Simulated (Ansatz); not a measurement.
# C2H7AlCl2O: the cost of one run

Computed with Ansatz 0.2.0, Gaussian basis. Level: the settings change from run to run.

## 1. The geometry

The structure was relaxed beforehand with PBE0-D4 in a triple-zeta def2 set.

SMILES `C[OH+][Al-]([CH3])([Cl])[Cl]`, 13 atoms, charge 0, spin multiplicity 1.

Atoms are counted from 1 here; the program's logs count them from 0.

Bond lengths: C1–O2 1.438 Å, C1–H7 1.089 Å, C1–H8 1.087 Å, C1–H9 1.089 Å, O2–Al3 1.947 Å, O2–H10 0.966 Å, Al3–C4 1.937 Å, Al3–Cl5 2.140 Å, Al3–Cl6 2.133 Å, C4–H11 1.094 Å, C4–H12 1.094 Å, C4–H13 1.093 Å. Angles: O2–C1–H7 109.0°, O2–C1–H8 106.6°, O2–C1–H9 110.4°, H7–C1–H8 109.8°, H7–C1–H9 111.5°, H8–C1–H9 109.5°, C1–O2–Al3 124.4°, C1–O2–H10 111.9°, Al3–O2–H10 108.1°, O2–Al3–C4 107.0°, O2–Al3–Cl5 92.9°, O2–Al3–Cl6 100.5°, C4–Al3–Cl5 119.6°, C4–Al3–Cl6 117.4°, Cl5–Al3–Cl6 113.7°, Al3–C4–H11 110.7°, Al3–C4–H12 111.8°, Al3–C4–H13 111.7° and more.

As a file:

```mol
C2H7AlCl2O
  3D, bonds by distance, orders not assigned

 13 12  0  0  0  0  0  0  0  0999 V2000
    0.2812    0.4554    1.9256 C   0  0
    0.8104    0.5395    0.5916 O   0  0
   -0.2624    0.4111   -1.0282 Al  0  0
   -0.3975   -1.4706   -1.4689 C   0  0
    1.0681    1.6653   -2.1400 Cl  0  0
   -2.0423    1.4001   -0.3930 Cl  0  0
    1.1076    0.3585    2.6288 H   0  0
   -0.3367   -0.4388    1.9584 H   0  0
   -0.3310    1.3291    2.1467 H   0  0
    1.4181    1.2840    0.4914 H   0  0
   -0.9799   -1.6121   -2.3838 H   0  0
   -0.9016   -2.0377   -0.6805 H   0  0
    0.5863   -1.9184   -1.6334 H   0  0
  1  2  8  0
  2  3  8  0
  3  4  8  0
  3  5  8  0
  3  6  8  0
  1  7  8  0
  1  8  8  0
  1  9  8  0
  2 10  8  0
  4 11  8  0
  4 12  8  0
  4 13  8  0
M  END
```

## 2. SVWN5/def2-TZVPP

This run has charge +1, multiplicity 2, a point charge of -1.00 e beside it.

in.yaml reads:

```yaml
crystal:
  periodic: [false, false, false]
  atoms:
    - {symbol: C, position_ang: [0.281189, 0.455364, 1.925638]}
    - {symbol: O, position_ang: [0.810423, 0.539481, 0.591595]}
    - {symbol: Al, position_ang: [-0.262388, 0.411095, -1.028196]}
    - {symbol: C, position_ang: [-0.397451, -1.470576, -1.468900]}
    - {symbol: Cl, position_ang: [1.068091, 1.665284, -2.139953]}
    - {symbol: Cl, position_ang: [-2.042306, 1.400063, -0.393012]}
    - {symbol: H, position_ang: [1.107598, 0.358532, 2.628760]}
    - {symbol: H, position_ang: [-0.336708, -0.438776, 1.958384]}
    - {symbol: H, position_ang: [-0.331017, 1.329050, 2.146706]}
    - {symbol: H, position_ang: [1.418066, 1.284025, 0.491369]}
    - {symbol: H, position_ang: [-0.979882, -1.612062, -2.383823]}
    - {symbol: H, position_ang: [-0.901561, -2.037718, -0.680485]}
    - {symbol: H, position_ang: [0.586345, -1.918362, -1.633384]}
basis:
  gaussian: {orbitals: def2-TZVPP, point_charges: [{charge: -1.00, position_ang: [5.926, 0.113, 0.756]}]}
total_charge: 1
magnetization: {spin_polarized: true, initial_magnetization: 1}
hamiltonian: {xc: {name: SVWN5}}
output: {forces: true}
```

Command:

```console
ansatz run in.yaml --threads 4 --pin off --events-out ev --progress --plain --max-ram 11315MiB
```

Q: Estimate wall time and peak memory on 4 threads of AMD EPYC 9R45, shared host.

About 7 s, with a peak of 1.4 GiB.
